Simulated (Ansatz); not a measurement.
## Molecular dynamics of Nb

input.yaml

```yaml
accuracy: low
crystal:
  lattice:
    - [6.813049, 0.0, 0.0]
    - [0.0, 6.813049, 0.0]
    - [0.0, 0.0, 6.813049]
  atoms:
    - { symbol: Nb, position: [0.05982312, 0.11000791, -0.04709383] }
    - { symbol: Nb, position: [0.49943382, 0.0939444, 0.00735928] }
    - { symbol: Nb, position: [-0.03050307, 0.56219582, -0.04359307] }
    - { symbol: Nb, position: [-0.01062644, 0.05429313, 0.52809791] }
    - { symbol: Nb, position: [0.20633571, 0.29839514, 0.27299893] }
    - { symbol: Nb, position: [0.4873214, 0.52875964, 0.03133646] }
    - { symbol: Nb, position: [0.47875478, 0.0442209, 0.47038386] }
    - { symbol: Nb, position: [0.74278037, 0.31737485, 0.2315328] }
    - { symbol: Nb, position: [-0.01625457, 0.60232286, 0.5170174] }
    - { symbol: Nb, position: [0.21811791, 0.7418525, 0.22061695] }
    - { symbol: Nb, position: [0.2529102, 0.31388479, 0.74583578] }
    - { symbol: Nb, position: [0.44764557, 0.57001547, 0.5114161] }
    - { symbol: Nb, position: [0.71732352, 0.76548039, 0.27855306] }
    - { symbol: Nb, position: [0.72910463, 0.32504377, 0.7436963] }
    - { symbol: Nb, position: [0.21348626, 0.80344737, 0.71337582] }
    - { symbol: Nb, position: [0.68195437, 0.8702378, 0.72527633] }
basis:
  ecutwfc: 420.0
kpoints:
  mp_grid: { grid: [2, 2, 2] }
hamiltonian:
  xc: pbesol
scf:
  occupations: { method: fermi_dirac, width: 0.17 }
  lower_state_search: "off"
md:
  timestep: 3
  n_steps: 149
  ensemble: nvt_langevin
  temperature: 1600.0
  initial_velocities: maxwell_boltzmann
  seed: 876111
  friction: 0.02
  temperature_schedule:
    - { n_steps: 112, end_temperature: 300.0 }
    - { n_steps: 37, end_temperature: 300.0 }
```

Command:

```bash
$ ansatz run input.yaml --threads 2 --pin off --max-ram 5120MiB --backend cpu --events-out ev --progress --plain --runs-dir out
```

It goes on from the last frame of an earlier run, with new velocities.

Output, in part (step lines):

```
md step     0: t =     0.00 fs  T =  1500.0 K (target 1600.0 K)  F+E_penalty+E_count = -71921.83670021 eV  E_kin = 3.102240 eV  (7 SCF iters)
md step     1: t =     3.00 fs  T =  1363.2 K (target 1594.2 K)  F+E_penalty+E_count = -71921.79309135 eV  E_kin = 2.819397 eV  (7 SCF iters)
md step     2: t =     6.00 fs  T =  1486.3 K (target 1582.6 K)  F+E_penalty+E_count = -71921.80965376 eV  E_kin = 3.073909 eV  (7 SCF iters)
md step     3: t =     9.00 fs  T =  1842.3 K (target 1571.0 K)  F+E_penalty+E_count = -71921.88372344 eV  E_kin = 3.810109 eV  (7 SCF iters)
md step     4: t =    12.00 fs  T =  1933.9 K (target 1559.4 K)  F+E_penalty+E_count = -71921.96673056 eV  E_kin = 3.999693 eV  (7 SCF iters)
md step     5: t =    15.00 fs  T =  1748.5 K (target 1547.8 K)  F+E_penalty+E_count = -71922.02682697 eV  E_kin = 3.616269 eV  (6 SCF iters)
md step     6: t =    18.00 fs  T =  1785.7 K (target 1536.2 K)  F+E_penalty+E_count = -71922.07455986 eV  E_kin = 3.693186 eV  (6 SCF iters)
md step     7: t =    21.00 fs  T =  1732.2 K (target 1524.6 K)  F+E_penalty+E_count = -71922.08370273 eV  E_kin = 3.582489 eV  (6 SCF iters)
[... lines left out ...]
md step   148: t =   444.00 fs  T =   335.5 K (target 300.0 K)  F+E_penalty+E_count = -71926.35137055 eV  E_kin = 0.693932 eV  (5 SCF iters)
md step   149: t =   447.00 fs  T =   323.8 K (target 300.0 K)  F+E_penalty+E_count = -71926.34903786 eV  E_kin = 0.669626 eV  (6 SCF iters)
```

The steps, from the saved trajectory:

```json
{"time (fs)": "0.0", "T (K)": "1500", "potential energy less start (eV)": "0.000"}
{"time (fs)": "15.0", "T (K)": "1749", "potential energy less start (eV)": "-0.190"}
{"time (fs)": "30.0", "T (K)": "1570", "potential energy less start (eV)": "-0.159"}
{"time (fs)": "45.0", "T (K)": "1669", "potential energy less start (eV)": "-0.380"}
{"time (fs)": "60.0", "T (K)": "1770", "potential energy less start (eV)": "-0.574"}
{"time (fs)": "75.0", "T (K)": "1666", "potential energy less start (eV)": "-0.662"}
{"time (fs)": "90.0", "T (K)": "1590", "potential energy less start (eV)": "-0.945"}
{"time (fs)": "105.0", "T (K)": "1298", "potential energy less start (eV)": "-1.434"}
{"time (fs)": "120.0", "T (K)": "1613", "potential energy less start (eV)": "-2.292"}
{"time (fs)": "135.0", "T (K)": "2163", "potential energy less start (eV)": "-3.348"}
{"time (fs)": "150.0", "T (K)": "1637", "potential energy less start (eV)": "-3.792"}
{"time (fs)": "165.0", "T (K)": "939", "potential energy less start (eV)": "-3.664"}
{"time (fs)": "180.0", "T (K)": "828", "potential energy less start (eV)": "-3.509"}
{"time (fs)": "195.0", "T (K)": "1111", "potential energy less start (eV)": "-3.466"}
{"time (fs)": "210.0", "T (K)": "945", "potential energy less start (eV)": "-3.323"}
{"time (fs)": "225.0", "T (K)": "783", "potential energy less start (eV)": "-3.033"}
{"time (fs)": "240.0", "T (K)": "746", "potential energy less start (eV)": "-2.928"}
{"time (fs)": "255.0", "T (K)": "632", "potential energy less start (eV)": "-3.240"}
{"time (fs)": "270.0", "T (K)": "498", "potential energy less start (eV)": "-3.702"}
{"time (fs)": "285.0", "T (K)": "753", "potential energy less start (eV)": "-4.051"}
{"time (fs)": "300.0", "T (K)": "702", "potential energy less start (eV)": "-4.303"}
{"time (fs)": "315.0", "T (K)": "608", "potential energy less start (eV)": "-4.367"}
{"time (fs)": "330.0", "T (K)": "478", "potential energy less start (eV)": "-4.240"}
{"time (fs)": "345.0", "T (K)": "341", "potential energy less start (eV)": "-4.147"}
{"time (fs)": "360.0", "T (K)": "424", "potential energy less start (eV)": "-4.189"}
{"time (fs)": "375.0", "T (K)": "604", "potential energy less start (eV)": "-4.454"}
{"time (fs)": "390.0", "T (K)": "543", "potential energy less start (eV)": "-4.674"}
{"time (fs)": "405.0", "T (K)": "558", "potential energy less start (eV)": "-4.704"}
{"time (fs)": "420.0", "T (K)": "419", "potential energy less start (eV)": "-4.564"}
{"time (fs)": "435.0", "T (K)": "397", "potential energy less start (eV)": "-4.510"}
```

The run went to its last step. The schedule's set-point averaged 409 K over the second half and the system 567 K, so it lags behind the ramp. A run of 0.45 ps of so small a system gives no equilibrium averages. Limits of this set-up: coarse k mesh, low accuracy level.

Mean squared displacements from the first frame to the last, about the centre of mass: Nb 0.11 Å².

Last frame:

```xyz
16
Lattice="6.8130 0.0000 0.0000 0.0000 6.8130 0.0000 0.0000 0.0000 6.8130" Properties=species:S:1:pos:R:3
Nb -0.375 0.361 0.183
Nb 3.171 0.325 0.169
Nb -0.351 3.850 0.187
Nb -0.336 0.358 3.484
Nb 1.484 2.026 2.014
Nb 2.984 3.723 0.216
Nb 2.977 0.168 3.470
Nb 4.707 2.049 1.913
Nb -0.364 3.889 3.651
Nb 1.392 5.311 1.921
Nb 1.291 2.005 5.370
Nb 2.990 3.765 3.605
Nb 4.859 5.419 1.896
Nb 4.764 1.920 5.343
Nb 1.341 5.395 5.338
Nb 4.724 5.528 5.214
```

Run time: 17 min on 2 threads of Arm Neoverse V2 (shared host), peak memory 0.98 GiB.
